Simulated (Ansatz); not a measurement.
# CH6InNO: how energies converge with the basis set

How large a basis does CH6InNO need? Two functionals are run in growing sets.

Program: Ansatz 0.2.0, Gaussian basis. Level of theory: one geometry, several basis sets. These are calculated values, not measurements.

Levels to be run: PBE0-D4/def2-SVP; ωB97M-V/def2-SVP; PBE0-D4/def2-QZVPP; ωB97M-V/def2-QZVPP; the functionals' def2-TZVPP values are taken from earlier runs.

1 further run of the same task is left out (for a known fault of the program). Runs told in other sessions of the task aren't counted.

### 1 The relaxed structure

The geometry comes from an earlier relaxation with PBE0-D4 in a triple-zeta def2 set; it is a stationary point, not always the lowest conformer. In takes the def2 core potential; no spin-orbit term is included.

SMILES `C[O][InH][NH2]`, 10 atoms, charge 0, spin multiplicity 1.

Atoms are counted from 1 here; the program's logs count them from 0.

Bond lengths: C1–O2 1.398 Å, C1–H5 1.101 Å, C1–H6 1.096 Å, C1–H7 1.100 Å, O2–In3 1.990 Å, In3–N4 2.009 Å, In3–H8 1.692 Å, N4–H9 1.008 Å, N4–H10 1.007 Å. Angles: O2–C1–H5 112.8°, O2–C1–H6 109.0°, O2–C1–H7 113.0°, H5–C1–H6 107.1°, H5–C1–H7 107.4°, H6–C1–H7 107.2°, C1–O2–In3 121.5°, O2–In3–N4 110.0°, O2–In3–H8 118.8°, N4–In3–H8 131.0°, In3–N4–H9 119.1°, In3–N4–H10 121.1°, H9–N4–H10 110.3°.

### 2 PBE0-D4 in def2-SVP

in.yaml reads:

```yaml
crystal:
  periodic: [false, false, false]
  atoms:
    - {symbol: C, position_ang: [-1.274808, -0.241377, 1.083512]}
    - {symbol: O, position_ang: [0.079539, -0.230126, 1.431721]}
    - {symbol: In, position_ang: [1.499986, 0.081326, 0.073700]}
    - {symbol: N, position_ang: [0.669703, 0.455745, -1.716755]}
    - {symbol: H, position_ang: [-1.532555, -1.061385, 0.395795]}
    - {symbol: H, position_ang: [-1.875409, -0.380861, 1.990039]}
    - {symbol: H, position_ang: [-1.606117, 0.697095, 0.614547]}
    - {symbol: H, position_ang: [3.114490, 0.118573, 0.577040]}
    - {symbol: H, position_ang: [-0.283365, 0.172808, -1.884246]}
    - {symbol: H, position_ang: [1.208535, 0.388203, -2.565342]}
basis:
  gaussian: {orbitals: def2-SVP}
hamiltonian: {xc: pbe0, dispersion: d4}
output: {orbitals: {seedname: orbitals}}
```

Command:

```bash
> ansatz run in.yaml --threads 4 --pin off --events-out ev --progress --plain --max-ram 10444MiB
```

Further steps of the session: ωB97M-V in def2-SVP; PBE0-D4 in def2-QZVPP; ωB97M-V in def2-QZVPP.

**Question.** What will the summary of the whole plan be? Wanted: PBE0-D4: double and triple zeta above quadruple; ωB97M-V: double and triple zeta above quadruple.

The runs gave:

| quantity | value |
| --- | --- |
| PBE0-D4: double and triple zeta above quadruple | 6.35, 0.35 eV |
| ωB97M-V: double and triple zeta above quadruple | 6.56, 0.34 eV |

PBE0-D4 gains 6.00 eV from double to triple zeta, then 0.35 eV more. These are total energies; as a rule much of such shifts cancels in differences, which this series doesn't test. The LUMO of ωB97M-V is positive and keeps falling with the basis (0.90 to 0.36 eV): an unbound level that the basis holds in place.
